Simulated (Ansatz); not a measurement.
**AsH4− (triplet): wave-function methods side by side at a displaced geometry (v1), aug-cc-pVDZ**

An exercise on one series of results from a longer session: the logs are not shown, and one member is left open.

Computed with Ansatz 0.2.0, Gaussian basis. Level: aug-cc-pVDZ, core rule «outside noble gas», up to 14 orbitals frozen.

Plan: UHF; CCSD(T) on ROHF; CCSD(T) on UHF; BCCD(T) on ROHF; CISD as a restricted active space (open shells left free, so some higher excitations enter); CCSDT(Q) on ROHF; CCSDT(Q) on UHF.

25 further runs of the same task are left out: 2 for a known fault of the program, 6 that didn't finish, 17 set aside as unsound or not needed. Runs told in other sessions of the task aren't counted.

## What is computed

The geometry is a PBE0/def2-TZVPD stationary point (not a proven minimum) with its atoms shifted at random (size 0.040 Å). No spin-orbit coupling is included. The filled d shell of As may be among the frozen orbitals whatever the setting's name suggests.

5 atoms, charge -1, spin multiplicity 3.

Atoms are counted from 1 here; the program's logs count them from 0.

Bond lengths: As1–H2 1.650 Å, As1–H3 1.587 Å, As1–H4 1.666 Å, As1–H5 1.693 Å. Angles: H2–As1–H3 94.2°, H2–As1–H4 95.4°, H2–As1–H5 154.2°, H3–As1–H4 148.2°, H3–As1–H5 92.5°, H4–As1–H5 91.9°.

The first run:

The input, in.yaml:

```yaml
crystal:
  periodic: [false, false, false]
  atoms:
    - {symbol: As, position_ang: [0.001371, -0.000050, 0.002098]}
    - {symbol: H, position_ang: [0.270892, 0.964610, 1.313761]}
    - {symbol: H, position_ang: [-0.909044, -1.026811, 0.798782]}
    - {symbol: H, position_ang: [0.102749, 1.228689, -1.118124]}
    - {symbol: H, position_ang: [0.433508, -1.162777, -1.150363]}
basis:
  gaussian: {orbitals: aug-cc-pVDZ}
total_charge: -1
magnetization: {spin_polarized: true, initial_magnetization: 2}
hamiltonian: {xc: hf}
output: {orbitals: {seedname: orbitals}}
```

The run is started by

```bash
$ ansatz run in.yaml --threads 1 --pin off --events-out ev --progress --plain --max-ram 2393MiB
```

Among the steps run: UHF; CCSD(T) on ROHF; CCSD(T) on UHF; BCCD(T) on ROHF; CISD as a restricted active space (open shells left free, so some higher excitations enter); CCSDT(Q) on ROHF; CCSDT(Q) on UHF.

One table of the session follows, with a row left open; its other results are not shown here.

It belongs to the step «Misses and costs». 

| method | from UCCSDT(Q) (meV) |
| --- | --- |
| ROHF | +5781.8 |
| UHF | +5623.3 |
| RMP2 | +1119.2 |
| UMP2 | +1159.0 |
| CISD | +663.5 |
| RCCSD | +251.1 |
| UCCSD | +244.2 |
| RCCSD(T) | +45.3 |
| UCCSD(T) | +44.6 |
| BCCD(T) | +44.7 |
| RCCSDT | +11.5 |
| UCCSDT | ? |
| RCCSDT(Q) | +1.7 |
| UCCSDT(Q) | 0 |

Estimate the missing values for UCCSDT.

As computed: from UCCSDT(Q) (meV): +9.8. In the column «from UCCSDT(Q) (meV)» it lies between RCCSDT(Q) (+1.7) and RCCSDT (+11.5).

Limits of these values: Restricted and unrestricted rows rest on different reference determinants; a gap between their highest levels can come from leftover correlation error, from unlike frozen cores or from another state.
